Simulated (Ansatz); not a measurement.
# B5As2: the cost of one run

Method: DFT PBE, scalar-relativistic, plane waves, PAW, in Ansatz 0.2.0.

## Step 1: The system as given

Symmetry: Fd-3m, No. 227, cubic system. Conventional cell: a = 8.366 Å, b = 8.366 Å, c = 8.366 Å, α = 90.00°, β = 90.00°, γ = 90.00°. Around B (site symmetry -43m) lie 4 B at 1.82 Å. B (site symmetry 3m) is surrounded by 1 B at 1.82 Å and 3 As at 2.09 Å. As (site symmetry -3m) has 6 B at 2.09 Å as nearest neighbours.

Coordinates:

```
B As
1.0
     0.00000    4.18315    4.18315
     4.18315    0.00000    4.18315
     4.18315    4.18315    0.00000
B As
10 4
Direct
  0.75000 0.75000 0.75000
  0.50000 0.50000 0.50000
  0.87550 0.87550 0.87550
  0.87650 0.37450 0.37450
  0.87550 0.87550 0.37350
  0.37450 0.87650 0.37450
  0.37350 0.87550 0.87550
  0.37450 0.37450 0.37450
  0.87550 0.37350 0.87550
  0.37450 0.37450 0.87650
  0.12500 0.12500 0.12500
  0.62500 0.12500 0.12500
  0.12500 0.12500 0.62500
  0.12500 0.62500 0.12500
```

The cell is invented: 4-, 6-connected net, elements by coordination (Fd-3m, No. 227). The dimensions are guesses.

## Step 2: The guess as it stands, on a coarse mesh

Contents of input.yaml:

```yaml
crystal:
  lattice:
    - [0.0, 4.18314846, 4.18314846]
    - [4.18314846, 0.0, 4.18314846]
    - [4.18314846, 4.18314846, 0.0]
  atoms:
    - { symbol: B, position: [0.75, 0.75, 0.75] }
    - { symbol: B, position: [0.5, 0.5, 0.5] }
    - { symbol: B, position: [0.87550002, 0.87550002, 0.87550002] }
    - { symbol: B, position: [0.87650007, 0.37449998, 0.37449998] }
    - { symbol: B, position: [0.87550002, 0.87550002, 0.37349993] }
    - { symbol: B, position: [0.37449998, 0.87650007, 0.37449998] }
    - { symbol: B, position: [0.37349993, 0.87550002, 0.87550002] }
    - { symbol: B, position: [0.37449998, 0.37449998, 0.37449998] }
    - { symbol: B, position: [0.87550002, 0.37349993, 0.87550002] }
    - { symbol: B, position: [0.37449998, 0.37449998, 0.87650007] }
    - { symbol: As, position: [0.125, 0.125, 0.125] }
    - { symbol: As, position: [0.625, 0.125, 0.125] }
    - { symbol: As, position: [0.125, 0.125, 0.625] }
    - { symbol: As, position: [0.125, 0.625, 0.125] }
basis:
  ecutwfc: 420
kpoints:
  mp_grid: { grid: [4, 4, 4] }
hamiltonian:
  xc: pbe
scf:
  occupations: { method: gaussian, width: 0.1 }
  lower_state_search: "off"
output:
  forces: true
  stress: true
  eigenvalues: true
```

Command:

```bash
ansatz run input.yaml --threads 1 --pin off --max-ram 2560MiB --backend cpu --events-out ev --progress --plain --runs-dir out
```

Q: Estimate wall time and peak memory on 1 thread of Arm Neoverse V1, shared host.

About 5.1 s, with a peak of 0.4 GiB.
